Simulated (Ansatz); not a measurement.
Here is an Ansatz input file for C₂HClFSi, SMILES C#C[Si](F)Cl. Write the same calculation for the Python package.

```yaml
crystal:
  periodic: [false, false, false]
  atoms:
    - { symbol: C, position_ang: [-1.6655, 0.1454, -0.4554] }
    - { symbol: C, position_ang: [-0.6119, -0.149, -0.1406] }
    - { symbol: Si, position_ang: [1.0833, -0.6611, 0.3558] }
    - { symbol: F, position_ang: [1.4589, -0.1309, 1.8592] }
    - { symbol: Cl, position_ang: [2.4708, 0.2185, -0.9072] }
    - { symbol: H, position_ang: [-2.6934, 0.5131, -0.7579] }
basis:
  gaussian: { orbitals: def2-TZVP }
magnetization:
  spin_polarized: true
  initial_magnetization: 1.0
correlation:
  method: rpa
```

Launched from the shell:
```console
$ ansatz run input.yaml --threads 1 --pin off --max-ram 4096MiB --backend cpu --events-out ev --progress --plain --runs-dir out
Engine: ansatz 0.2.0, aarch64-unknown-linux-gnu
Functional definition: HF
  exchange = exact_x
  correlation = 0
1084 factors; integrals over basis functions are off by at most 9.6e-4 eV
mean field evaluation 1: about -25147.6590 eV, gradient 2.8e1 eV
mean field evaluation 2: about -25147.6799 eV, gradient 2.8e1 eV
mean field evaluation 4: about -25151.4700 eV, gradient 3.2e0 eV
mean field evaluation 8: about -25151.5754 eV, gradient 2.1e-1 eV
mean field evaluation 16: about -25151.2368 eV, gradient 2.0e0 eV
mean field evaluation 32: about -25151.5440 eV, gradient 1.9e-1 eV
mean field -25151.57613726 eV, -924.3033746935 hartree, gradient 1.4e-6 eV, S^2 0.754684; 2 other end points of the search recorded, 0 dependent functions left out
13 core orbitals not correlated: weight in the atoms' cores, before any rotation towards them, 1.000 or more for the frozen orbitals, at most 0.000 for the correlated occupied ones
reference -25151.57613726 eV, -924.3033746935 hartree; 14, 13 occupied and 146, 147 virtual orbitals, 1084 factors
Total energy: -25176.90965054 eV, -925.2343641352 hartree
```

Script `c2hclfsi_energy.py`:
```python
"""Electronic structure of the C2HClFSi molecule."""

import sys

import ansatz as az


def main() -> None:
    geometry_ang = [
        ("C", (-1.6655, 0.1454, -0.4554)),
        ("C", (-0.6119, -0.149, -0.1406)),
        ("Si", (1.0833, -0.6611, 0.3558)),
        ("F", (1.4589, -0.1309, 1.8592)),
        ("Cl", (2.4708, 0.2185, -0.9072)),
        ("H", (-2.6934, 0.5131, -0.7579)),
    ]
    molecule = az.Crystal.molecule()
    for symbol, xyz in geometry_ang:
        molecule = molecule.atom(symbol, xyz)

    setup = (
        molecule.calculation()
        .basis(gaussian="def2-TZVP")  # atom-centred Gaussian functions
        .correlation("RPA")
        .spin("collinear", total=1)  # two spin channels
    )
    try:
        r = setup.run(threads=1, backend="cpu").report
    except az.AnsatzError as error:
        sys.exit(f"{type(error).__name__}: {error}")

    print("reference energy %16.6f eV" % r["reference_energy_ev"])
    print("total energy     %16.6f eV" % r["free_energy_ev"])
    print("occupied (up, down):", r["n_occupied"], " virtual:", r["n_virtual"], " frozen:", r["n_frozen"])

    print("correlation energy", round(r["free_energy_ev"] - r["reference_energy_ev"], 5), "eV")
    cluster = r["correlation"].get("coupled_cluster")
    if cluster:
        print("cycles", cluster["cycles"], " T1 diagnostic", round(cluster["t1_diagnostic"], 4), " largest double", round(cluster["largest_double"], 4))

    field = r["mean_field"]
    print("<S^2> =", round(abs(field["state"]["spin_squared"]), 4), " relativity:", field["relativity"])
    print("passes:", field["passes"])
    if "symmetry" in field:
        print("occupied orbitals by irrep:", field["symmetry"]["occupied"])


if __name__ == "__main__":
    main()
```

Running `python c2hclfsi_energy.py` prints:
```text
reference energy    -25151.576137 eV
total energy        -25176.909651 eV
occupied (up, down): [14, 13]  virtual: [146, 147]  frozen: 13
correlation energy -25.33351 eV
<S^2> = 0.7547  relativity: none
passes: {'evaluations': 31, 'products': 75}
occupied orbitals by irrep: [{'A': 27}, {'A': 26}]
```

Caveats:
- Total energies depend on the basis set; only differences at equal settings carry meaning.
- The geometry is a force-field or estimated start, not a minimum of this method, and the basis set is short of its limit.
- The species is open-shell (spin multiplicity 2).
- Inner cores stay frozen, so this is valence correlation.
- S² is that of the Hartree-Fock reference.
- The whole script took 20 s on 1 thread of Arm Neoverse V1, with other jobs on the host, peak memory 0.42 GiB.

(Lines on the test bed's own set-up are left out of the output.)
